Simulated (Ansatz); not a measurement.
# CH5BSe2: the cost of one run

The runs use Ansatz 0.2.0, Gaussian basis; functionals in def2-TZVPP, the program's frozen cores in correlated methods.

Plan: PBE-D4, r2SCAN-D4, PBE0-D4, B3LYP-D4, ωB97X-V, ωB97M-V, B2PLYP; CCSD(T)/def2-TZVPP; MP2/def2-QZVPP; extrapolation to the limit.

### Step 1. Structure used throughout

All runs share one geometry, relaxed beforehand with PBE0-D4 in a triple-zeta def2 set.

SMILES `CB([SeH])[SeH]`, 9 atoms, charge 0, spin multiplicity 1.

Atoms are counted from 1 here; the program's logs count them from 0.

Bond lengths: C1–B2 1.564 Å, C1–H5 1.095 Å, C1–H6 1.092 Å, C1–H7 1.095 Å, B2–Se3 1.935 Å, B2–Se4 1.936 Å, Se3–H8 1.470 Å, Se4–H9 1.470 Å. Angles: B2–C1–H5 110.2°, B2–C1–H6 113.7°, B2–C1–H7 110.3°, H5–C1–H6 107.9°, H5–C1–H7 106.4°, H6–C1–H7 107.9°, C1–B2–Se3 118.5°, C1–B2–Se4 122.8°, Se3–B2–Se4 118.7°, B2–Se3–H8 98.0°, B2–Se4–H9 95.9°.

### Step 2. PBE-D4 (GGA)

Contents of in.yaml:

```yaml
crystal:
  periodic: [false, false, false]
  atoms:
    - {symbol: C, position_ang: [-0.385742, 0.546194, 1.007060]}
    - {symbol: B, position_ang: [0.222114, -0.272958, -0.178367]}
    - {symbol: Se, position_ang: [1.489731, -1.677432, 0.225500]}
    - {symbol: Se, position_ang: [-0.239701, 0.060012, -2.029094]}
    - {symbol: H, position_ang: [-0.156208, 1.610132, 0.888886]}
    - {symbol: H, position_ang: [-0.025872, 0.231559, 1.988933]}
    - {symbol: H, position_ang: [-1.477338, 0.462716, 1.005152]}
    - {symbol: H, position_ang: [1.750207, -2.119421, -1.151869]}
    - {symbol: H, position_ang: [-1.177181, 1.159197, -1.756200]}
basis:
  gaussian: {orbitals: def2-TZVPP}
hamiltonian: {xc: pbe, dispersion: d4}
output: {forces: true, orbitals: {seedname: orbitals}}
```

On the command line:

```
ansatz run in.yaml --threads 2 --pin off --events-out ev --progress --plain --max-ram 22528MiB --backend cpu
```

What time and memory should one allow on 2 threads of AMD EPYC 7R13, shared host?

About 3.9 s, with a peak of 0.35 GiB.
